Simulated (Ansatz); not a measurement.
# CH6NSi2: the cost of one run

All numbers below are computed with Ansatz 0.2.0 (RKS r2SCAN-D4/STO-3G).

**1. The system as given**

Bond lengths: Si1–Si2 2.292 Å, Si2–C3 1.923 Å, Si2–N4 2.030 Å, C3–N4 1.479 Å, Si1–H5 1.467 Å, Si1–H6 1.484 Å, C3–H7 1.083 Å, C3–H8 1.083 Å, N4–H9 1.014 Å, N4–H10 1.014 Å. Angles (14 of 18 angles, heavy atoms first): Si1–Si2–C3 106.1°, Si1–Si2–N4 102.5°, C3–Si2–N4 43.8°, Si2–C3–N4 71.9°, Si2–N4–C3 64.3°, Si2–Si1–H5 100.2°, Si2–Si1–H6 158.5°, Si2–C3–H7 118.7°, Si2–C3–H8 124.2°, N4–C3–H7 113.0°, N4–C3–H8 113.3°, Si2–N4–H9 128.1°, Si2–N4–H10 118.9°, C3–N4–H9 114.6°.

As a file:

```xyz
10

Si   -1.4731    1.2384   -0.8927
Si   -0.9480   -0.8025    0.0092
C     0.9637   -0.9673   -0.1224
N     0.6444   -0.3629    1.1888
H    -2.7981    0.9441   -1.4497
H    -1.3063    2.6612   -1.2798
H     1.4073   -1.9520   -0.0387
H     1.5873   -0.3368   -0.7448
H     1.0715    0.5424    1.3519
H     0.8513   -0.9647    1.9781
```

**2. End point A**

Input file input.yaml:

```yaml
crystal:
  periodic: [false, false, false]
  atoms:
    - { symbol: Si, position_ang: [-1.47315, 1.23842, -0.89269] }
    - { symbol: Si, position_ang: [-0.948, -0.80246, 0.00922] }
    - { symbol: C, position_ang: [0.96373, -0.96727, -0.1224] }
    - { symbol: "N", position_ang: [0.64442, -0.36294, 1.18883] }
    - { symbol: H, position_ang: [-2.79809, 0.94409, -1.44967] }
    - { symbol: H, position_ang: [-1.30633, 2.66124, -1.27982] }
    - { symbol: H, position_ang: [1.4073, -1.95204, -0.03872] }
    - { symbol: H, position_ang: [1.58734, -0.33681, -0.74477] }
    - { symbol: H, position_ang: [1.07152, 0.54244, 1.3519] }
    - { symbol: H, position_ang: [0.85126, -0.96468, 1.97813] }
total_charge: 1
basis:
  gaussian: { orbitals: STO-3G }
hamiltonian:
  xc: r2scan
  dispersion: d4
relax:
  f_tol: 0.02
  max_steps: 50
```

Command:

```
ansatz run input.yaml --threads 1 --pin off --max-ram 2048MiB --backend cpu --events-out ev --progress --plain --runs-dir out
```

What time and memory should one allow on 1 thread of Arm Neoverse V2, shared host?

About 33 s, with a peak of 0.14 GiB.
